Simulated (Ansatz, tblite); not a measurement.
# Ge(NCS)H3 (CH3GeNS): one state, many levels

Aim: run the singlet of Ge(NCS)H3 (CH3GeNS) at one geometry on many levels, and compare frontier levels, spin and run time.

Method: as each input shows; program: Ansatz 0.2.0, Gaussian basis.

The runs, in order: GFN1-xTB, GFN2-xTB, PBE-D4/def2-TZVP, r2SCAN-D4/def2-TZVP, BHLYP-D4/def2-TZVP, r2SCANh-D4/def2-TZVP, revPBE-D4/def2-TZVP, PBE-QIDH/def2-TZVP, LDA/def2-TZVP, r2SCAN0-D4/def2-TZVP, CAM-B3LYP-D4/def2-TZVP, PBE-D4/def2-SVP, PBE0-D4/def2-SVP, HF/STO-3G, HF/6-31G, B3LYP-D4/6-31G, PBE0-D4/def2-TZVPD, PBE-D4/def2-TZVPD, r2SCAN-D4/def2-TZVPD, CCSD(T)/def2-TZVPP, MP2/def2-TZVP, RPA/def2-TZVP.

## (1) The relaxed structure

The geometry is that of the singlet, from an earlier relaxation (PBE-D4/def2-SVP).

7 atoms, charge 0, spin multiplicity 1.

Bond lengths: Ge1–N2 1.833 Å, Ge1–H5 1.546 Å, Ge1–H6 1.546 Å, Ge1–H7 1.546 Å, N2–C3 1.206 Å, C3–S4 1.589 Å. Angles: N2–Ge1–H5 107.1°, N2–Ge1–H6 107.0°, N2–Ge1–H7 107.0°, H5–Ge1–H6 111.8°, H5–Ge1–H7 111.8°, H6–Ge1–H7 111.8°, Ge1–N2–C3 178.5°, N2–C3–S4 179.8°.

As a file:

```
Ge   -0.0022   -0.0008   -1.1629
N    -0.0133    0.0165    0.6695
C     0.0005    0.0051    1.8754
S     0.0147   -0.0065    3.4642
H     1.4786   -0.0015   -1.6078
H    -0.7416    1.2738   -1.6303
H    -0.7366   -1.2865   -1.6082
```

PBE0-D4/def2-TZVP was run before; its log isn't repeated, and its numbers join the tables.

## (2) GFN1-xTB

Tight binding, by tblite at 300 K electronic temperature and without a spin-polarisation term:

```python
tblite.interface.Calculator('GFN1-xTB', numbers, positions, charge=0, uhf=0).singlepoint()
```

Energy -333.2318 eV, HOMO -11.14 eV, LUMO -7.24 eV; 0.015 s.

## (3) GFN2-xTB

Tight binding, by tblite at 300 K electronic temperature and without a spin-polarisation term:

```python
tblite.interface.Calculator('GFN2-xTB', numbers, positions, charge=0, uhf=0).singlepoint()
```

Energy -319.9530 eV, HOMO -10.82 eV, LUMO -6.88 eV; 0.01 s.

## (4) PBE-D4/def2-TZVP

start.molden holds the orbitals of an earlier run on this state, given as this run's starting guess.

The input, in.yaml:

```yaml
crystal:
  periodic: [false, false, false]
  atoms:
    - {symbol: Ge, position_ang: [-0.002224, -0.000847, -1.162942]}
    - {symbol: N, position_ang: [-0.013295, 0.016505, 0.669536]}
    - {symbol: C, position_ang: [0.000485, 0.005106, 1.875435]}
    - {symbol: S, position_ang: [0.014692, -0.006546, 3.464227]}
    - {symbol: H, position_ang: [1.478558, -0.001511, -1.607771]}
    - {symbol: H, position_ang: [-0.741627, 1.273766, -1.630258]}
    - {symbol: H, position_ang: [-0.736589, -1.286474, -1.608227]}
basis:
  gaussian: {orbitals: def2-TZVP, initial_orbitals: start.molden}
hamiltonian: {xc: pbe, dispersion: d4}
scf: {omitted_lower_state_checks: [starts]}
output: {orbitals: {seedname: orbitals}}
```

The run is started by

```
> ansatz run in.yaml --threads 4 --pin off --events-out ev --progress --plain --max-ram 3916MiB
```

The runs that follow: r2SCAN-D4/def2-TZVP; BHLYP-D4/def2-TZVP; r2SCANh-D4/def2-TZVP; revPBE-D4/def2-TZVP; PBE-QIDH/def2-TZVP; LDA/def2-TZVP; r2SCAN0-D4/def2-TZVP; CAM-B3LYP-D4/def2-TZVP; PBE-D4/def2-SVP; PBE0-D4/def2-SVP; HF/STO-3G; HF/6-31G; B3LYP-D4/6-31G; PBE0-D4/def2-TZVPD; PBE-D4/def2-TZVPD; r2SCAN-D4/def2-TZVPD; CCSD(T)/def2-TZVPP; MP2/def2-TZVP; RPA/def2-TZVP.

**Question.** What will the summary of the whole plan be? Wanted: gap in def2-TZVP, named functionals, smallest and largest; correlation energy, CCSD(T)/def2-TZVPP; correlation energy, MP2/def2-TZVP; binding an atom, CCSD(T)/def2-TZVPP; PBE0 total energy, smallest basis above largest.

**Answer**, as computed:

```
                                                 quantity                                  value
gap in def2-TZVP, named functionals, smallest and largest  4.81 eV (LDA), 9.18 eV (CAM-B3LYP-D4)
                   correlation energy, CCSD(T)/def2-TZVPP                              -22.63 eV
                        correlation energy, MP2/def2-TZVP                              -20.71 eV
                      binding an atom, CCSD(T)/def2-TZVPP                               3.458 eV
          PBE0 total energy, smallest basis above largest        13.73 eV (def2-SVP, def2-TZVPD)
```

Over the named functionals in def2-TZVP the gap runs from 4.81 eV (LDA) to 9.18 eV (CAM-B3LYP-D4); exact exchange widens it. A small miss in a minimal or small basis is a cancelling of errors, not accuracy. The functionals in def2-TZVP miss CCSD(T)/def2-TZVPP by -0.055 (BHLYP-D4) to +0.734 eV (LDA) an atom. CCSD(T)/def2-TZVPP isn't at the basis-set limit; small misses against it rank nothing.
